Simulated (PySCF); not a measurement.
# GeHBr (SMILES [GeH][Br]) at QCISD(T)/STO-6G

What is the energy change on altering one bond length of GeHBr at QCISD(T)/STO-6G? Input form: a Python script.

Program for the calculation: PySCF 2.14.0.

6 further runs of the same task are left out: 6 set aside as unsound or not needed.

### 1 The molecule

GeHBr: 3 atoms, total charge 0, spin state singlet. As SMILES, `[GeH][Br]`. The shape is that of a PBE0-D4/def2-TZVP optimisation.

Bond lengths: Ge1–Br2 2.339 Å, Ge1–H3 1.598 Å. Angles: Br2–Ge1–H3 93.3°.

### 2 A single-point energy at QCISD(T)/STO-6G

File start.xyz:

```xyz
3

Ge     0.359400    -0.859900     0.094000
Br     0.673600     1.417200     0.525900
H     -1.044000    -0.622200    -0.633200
```

File run.py:

```python
from pyscf import gto, cc

mol = gto.M(
    atom='start.xyz',
    spin=0,
    verbose=3,
    charge=0,
    max_memory=1860,
    basis='sto-6g',
)

mf = mol.RHF()
mf.conv_tol = 1e-10
mf.kernel()
if not mf.converged:
    mf = mf.newton().run(mf.mo_coeff, mf.mo_occ)

mycc = cc.QCISD(mf, frozen=18)
mycc.kernel()
e_t = mycc.qcisd_t()
e_tot = mycc.e_tot + e_t
print(f'total energy: {e_tot:.8f} hartree')
```

Started as:

```bash
$ OMP_NUM_THREADS=1 python run.py
```

The program printed:

```text
converged SCF energy = -4624.48119047707
E(QCISD) = -4624.533320932284  E_corr = -0.05213045521383122
QCISD(T) correction = -0.00106497305995064
total energy: -4624.53438591 hartree
```

It took 2 s on 1 thread of Intel Xeon Platinum 8488C (Sapphire Rapids), shared host; peak memory 0.12 GiB.

### 3 The distorted shape

File run.py:

```python
from pyscf import gto, scf, cc

system = gto.M(
    atom='''
Ge   0.202306  -1.998404  -0.121941
Br   0.673600   1.417200   0.525900
H   -1.201094  -1.760704  -0.849141
''',
    max_memory=1860,
    verbose=4,
    basis='sto-6g',
    spin=0,
)

hf = scf.RHF(system)
hf.conv_tol = 1e-10
hf.kernel()
if not hf.converged:
    hf = hf.newton().run(hf.mo_coeff, hf.mo_occ)

mycc = cc.QCISD(hf, frozen=18)
mycc.kernel()
e_t = mycc.qcisd_t()
energy = mycc.e_tot + e_t
print('E(%s) = %.9f' % ('QCISD(T)', energy))
```

Started as:

```bash
$ OMP_NUM_THREADS=1 python run.py
```

The program printed:

```text
PySCF version 2.14.0

[INPUT] num. atoms = 3
[INPUT] num. electrons = 68
[INPUT] charge = 0
[INPUT] spin (= nelec alpha-beta = 2S) = 0
[INPUT] symmetry False subgroup None
[INPUT] Mole.unit = angstrom
[INPUT] Symbol           X                Y                Z      unit          X                Y                Z       unit  Magmom
[INPUT]  1 Ge     0.202306000000  -1.998404000000  -0.121941000000 AA    0.382302933356  -3.776436246235  -0.230435093356 Bohr   0.0
[INPUT]  2 Br     0.673600000000   1.417200000000   0.525900000000 AA    1.272919517507   2.678119863734   0.993806968909 Bohr   0.0
[INPUT]  3 H     -1.201094000000  -1.760704000000  -0.849141000000 AA   -2.269738709858  -3.327248346426  -1.604643931139 Bohr   0.0

nuclear repulsion = 184.234042421936
number of shells = 17
number of NR pGTOs = 222
number of NR cGTOs = 37
basis = sto-6g
ecp = {}

[... 43 lines left out ...]
converged SCF energy = -4624.31263018055
[... 11 lines left out ...]
Init t2, MP2 energy = -4624.36488511814  E_corr(MP2) -0.0522549375899117
[... 27 lines left out ...]
QCISD converged
[... 2 lines left out ...]
E(QCISD(T)) = -4624.402604580
```

Run time: 1.8 s. Hardware: 1 thread of Intel Xeon Platinum 8488C (Sapphire Rapids), shared host; peak memory 0.1 GiB.

### 4 Outcome

Level: QCISD(T)/STO-6G, 18 core orbitals frozen.

| quantity | value |
| --- | --- |
| first shape: total energy | -4624.53439 Eh |
| first shape: dipole moment (Hartree–Fock density) | 2.22 D |
| first shape: HOMO energy (Hartree–Fock orbitals) | -6.66 eV |
| first shape: LUMO energy (Hartree–Fock orbitals) | 3.82 eV |
| first shape: HOMO–LUMO gap (Hartree–Fock orbitals) | 10.48 eV |
| first shape: correlation energy (18 core orbitals frozen) | -53.2 mEh |
| first shape: (T) correction | -1.06 mEh |
| first shape: T1 diagnostic | 0.010 |
| distorted shape: total energy | -4624.40260 Eh |
| distorted shape: dipole moment (Hartree–Fock density) | 7.99 D |
| distorted shape: HOMO energy (Hartree–Fock orbitals) | -4.74 eV |
| distorted shape: LUMO energy (Hartree–Fock orbitals) | 2.19 eV |
| distorted shape: HOMO–LUMO gap (Hartree–Fock orbitals) | 6.92 eV |
| distorted shape: correlation energy (18 core orbitals frozen) | -90.0 mEh |
| distorted shape: (T) correction | -0.06 mEh |
| distorted shape: T1 diagnostic | 0.048 |
| energy change with the Ge1–Br2 bond stretched from 2.339 to 3.508 Å | 3.586 eV |

One bond (distorted shape) is far stretched, which a spin-restricted single reference describes badly; perturbation theory on it can break down and give far too much correlation. With the Ge1–Br2 bond stretched from 2.339 to 3.508 Å the energy rises by 3.59 eV (346 kJ/mol). The first shape isn't relaxed at this level, so the change isn't measured from a minimum. A restricted reference can't describe the breaking bond well at this length. The minimal basis adds a large error of its own. The triples (first shape) make up 2.0 % of the correlation energy. The T1 diagnostic (distorted shape) of 0.048 is above the customary mark for such species, so a single reference may not serve. The triples (distorted shape) make up 0.1 % of the correlation energy.
